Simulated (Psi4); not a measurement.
# InH2O (SMILES [OH][InH]) at UPBE/def2-TZVP (core potential)

Aim: the vertical doublet–quartet gap of InH2O at UPBE/def2-TZVP (core potential), from 2 runs. 

The calculation is run with Psi4 1.11.

8 further runs of the same task are left out: 5 that didn't finish, 3 set aside as unsound or not needed.

## (1) The structure to begin with

The species is InH2O (4 atoms), meant as a doublet with charge 0. As SMILES, `[OH][InH]`. The coordinates come from a PBE0-D4/def2-TZVP relaxation.

Bond lengths: O1–In2 2.003 Å, O1–H3 0.960 Å, In2–H4 1.767 Å. Angles: O1–In2–H4 113.8°, In2–O1–H3 115.0°.

## (2) The energy at UPBE/def2-TZVP (core potential)

Contents of h2ino.in:

```
memory 1.6 GB

molecule {
  0 2
  O     -0.298400    -1.020600     0.295000
  In     0.563900     0.746600    -0.088500
  H      0.236800    -1.629400     0.809100
  H     -0.446700     1.843000    -1.036000
  symmetry c1
  no_reorient
  no_com
}

set {
  basis                def2-TZVP
  reference            uks
  puream               true
  e_convergence        1e-09
  d_convergence        1e-08
  scf_type             pk
  dft_radial_points    99
  dft_spherical_points 590
  maxiter              200
}

e_tot, wfn = energy('pbe', return_wfn=True)
```

The run is started by

```sh
$ psi4 -n 1 h2ino.in h2ino.out
```

h2ino.out:

```text
[...]
    !!!  WARNING: ECP capability is in beta. Please check occupations closely.  !!!
[...]
  Running in c1 symmetry.
[...]
  Nuclear repulsion =   60.887027745392608
[...]
  Multiplicity = 2
[...]
  Nalpha       = 16
  Nbeta        = 15
[...]
    Number of basis functions: 93
[...]
   @UKS iter   1:  -266.04623097313618   -6.18126e-01   1.15885e-02 DIIS/ADIIS
[...]
   @UKS iter  14:  -266.49548461057452   -2.50111e-12   4.56912e-09 DIIS
[...]
   @S^2 Observed:                7.531284074E-01
[...]
    Orbital Energies [Eh]
    ---------------------
    Alpha Occupied:
       1A    -18.729278     2A     -4.476591     3A     -2.922531
       4A     -2.916285     5A     -2.911919     6A     -0.873010
       7A     -0.688602     8A     -0.685528     9A     -0.682785
      10A     -0.682318    11A     -0.675583    12A     -0.417031
      13A     -0.336849    14A     -0.279232    15A     -0.250108
      16A     -0.177308
    Alpha Virtual:
      17A     -0.082921    18A     -0.028965    19A      0.018054
      20A      0.056923    21A      0.065420    22A      0.069280
      23A      0.090066    24A      0.129934    25A      0.143871
[...]
  @UKS Final Energy:  -266.49548461057452
   => Energetics <=
    Nuclear Repulsion Energy =             60.8870277453926079
    One-Electron Energy =                -561.3592248541622212
    Two-Electron Energy =                 259.9210479216311569
    DFT Exchange-Correlation Energy =     -25.9443354234360619
    Empirical Dispersion Energy =           0.0000000000000000
    VV10 Nonlocal Energy =                  0.0000000000000000
    Total Energy =                       -266.4954846105745219
[...]
 Multipole Moments:
 ------------------------------------------------------------------------------------
     Multipole            Electronic (a.u.)      Nuclear  (a.u.)        Total (a.u.)
 ------------------------------------------------------------------------------------
 L = 1.  Multiply by 2.5417464519 to convert [e a0] to [Debye]
 Dipole X            :        -16.8091961           17.4701401            0.6609440
 Dipole Y            :        -14.4183530           14.6026697            0.1843167
 Dipole Z            :         -0.2968232            0.5189188            0.2220956
 Magnitude           :                                                    0.7212115
[...]
```

It took 21 s on 1 thread of Intel Xeon Platinum 8259CL at 2.50GHz (Skylake/Cascade Lake), shared host; peak memory 0.87 GiB.

## (3) The quartet: energy and gradient at UPBE/def2-TZVP (core potential)

Contents of job.py:

```python
import psi4

psi4.set_memory(1600000000)
psi4.set_num_threads(1)
psi4.core.set_output_file('h2ino.out', False)

geom = psi4.geometry("""
0 4
O     -0.298400    -1.020600     0.295000
In     0.563900     0.746600    -0.088500
H      0.236800    -1.629400     0.809100
H     -0.446700     1.843000    -1.036000
symmetry c1
no_reorient
no_com
""")

psi4.set_options({
    'basis': 'def2-TZVP',
    'reference': 'uks',
    'puream': True,
    'e_convergence': 1e-09,
    'd_convergence': 1e-08,
    'scf_type': 'pk',
    'dft_radial_points': 99,
    'dft_spherical_points': 590,
    'maxiter': 200,
})

result = psi4.gradient("pbe", molecule=geom)
print('gradient / Eh bohr^-1')
print(result.np.round(6))
for k, v in sorted(psi4.core.scalar_variables().items()):
    print(f'{k:45s} {v:18.10f}')
```

The run is started by

```sh
$ python job.py
```

h2ino.out:

```text
[...]
    !!!  WARNING: ECP capability is in beta. Please check occupations closely.  !!!
[...]
  Running in c1 symmetry.
[...]
  Nuclear repulsion =   60.887027745392608
[...]
  Multiplicity = 4
[...]
  Nalpha       = 17
  Nbeta        = 14
[...]
    Number of basis functions: 93
[...]
   @UKS iter   1:  -265.91392044816712   -4.85815e-01   1.07131e-02 DIIS/ADIIS
[...]
   @UKS iter  24:  -266.31170265985446   -7.38964e-13   2.14441e-09 DIIS
[...]
   @S^2 Observed:                3.755858393E+00
[...]
    Orbital Energies [Eh]
    ---------------------
    Alpha Occupied:
       1A    -18.811399     2A     -4.489098     3A     -2.933501
       4A     -2.930570     5A     -2.923919     6A     -0.952115
       7A     -0.710313     8A     -0.700845     9A     -0.693946
      10A     -0.691927    11A     -0.690913    12A     -0.476834
      13A     -0.399387    14A     -0.366974    15A     -0.311522
      16A     -0.210816    17A     -0.102205
    Alpha Virtual:
      18A     -0.051497    19A     -0.006385    20A      0.035840
      21A      0.043113    22A      0.053103    23A      0.071895
      24A      0.110490    25A      0.123651    26A      0.136622
[...]
  @UKS Final Energy:  -266.31170265985446
   => Energetics <=
    Nuclear Repulsion Energy =             60.8870277453926079
    One-Electron Energy =                -560.2743732145620470
    Two-Electron Energy =                 258.9698788828908391
    DFT Exchange-Correlation Energy =     -25.8942360735758683
    Empirical Dispersion Energy =           0.0000000000000000
    VV10 Nonlocal Energy =                  0.0000000000000000
    Total Energy =                       -266.3117026598544612
[...]
 Multipole Moments:
 ------------------------------------------------------------------------------------
     Multipole            Electronic (a.u.)      Nuclear  (a.u.)        Total (a.u.)
 ------------------------------------------------------------------------------------
 L = 1.  Multiply by 2.5417464519 to convert [e a0] to [Debye]
 Dipole X            :        -17.4742358           17.4701401           -0.0040957
 Dipole Y            :        -14.8848701           14.6026697           -0.2822004
 Dipole Z            :         -0.3964243            0.5189188            0.1224945
 Magnitude           :                                                    0.3076666
[...]
  -Total Gradient:
     Atom            X                  Y                   Z
    ------   -----------------  -----------------  -----------------
       1        0.040474833240     0.026785980255     0.006767063140
       2       -0.048489348868    -0.022933921596    -0.012145946865
       3       -0.014109936843     0.008018242073    -0.010012859788
       4        0.022131986851    -0.011872557905     0.015396199322
[...]
```

On the terminal:

```text
gradient / Eh bohr^-1
[[ 0.040475  0.026786  0.006767]
 [-0.048489 -0.022934 -0.012146]
 [-0.01411   0.008018 -0.010013]
 [ 0.022132 -0.011873  0.015396]]
CURRENT ENERGY                                   -266.3117026599
CURRENT REFERENCE ENERGY                         -266.3117026599
DD SOLVATION ENERGY                                 0.0000000000
DFT FUNCTIONAL TOTAL ENERGY                      -266.3117026599
DFT TOTAL ENERGY                                 -266.3117026599
DFT VV10 ENERGY                                     0.0000000000
DFT XC ENERGY                                     -25.8942360736
GRID ELECTRONS ALPHA                               16.9999999760
GRID ELECTRONS BETA                                13.9999999385
GRID ELECTRONS TOTAL                               30.9999999145
NUCLEAR REPULSION ENERGY                           60.8870277454
ONE-ELECTRON ENERGY                              -560.2743732146
PCM POLARIZATION ENERGY                             0.0000000000
PE ENERGY                                           0.0000000000
SCF ITERATION ENERGY                             -266.3117026599
SCF ITERATIONS                                     24.0000000000
SCF TOTAL ENERGY                                 -266.3117026599
TWO-ELECTRON ENERGY                               258.9698788829
XC GRID RADIAL POINTS                              99.0000000000
XC GRID SPHERICAL POINTS                          590.0000000000
XC GRID TOTAL POINTS                           225104.0000000000
```

Wall time 45 s (1 thread of Intel Xeon Platinum 8259CL at 2.50GHz (Skylake/Cascade Lake), shared host); peak memory 0.88 GiB.

## (4) Summary of results

At UPBE/def2-TZVP (core potential):

```
                                        quantity          value
                           doublet: total energy  -266.49548 Eh
                          doublet: dipole moment         1.83 D
     doublet: HOMO energy (highest over α and β)       -4.82 eV
      doublet: LUMO energy (lowest over α and β)       -3.81 eV
                                   doublet: ⟨S²⟩          0.753
                           quartet: total energy  -266.31170 Eh
                          quartet: dipole moment         0.78 D
     quartet: HOMO energy (highest over α and β)       -2.78 eV
                                   quartet: ⟨S²⟩          3.756
               quartet: largest force on an atom     2.828 eV/Å
vertical energy of the quartet above the doublet       5.001 eV
```

**Reading.** At this shape the quartet lies 5.00 eV (115 kcal/mol) above the doublet.
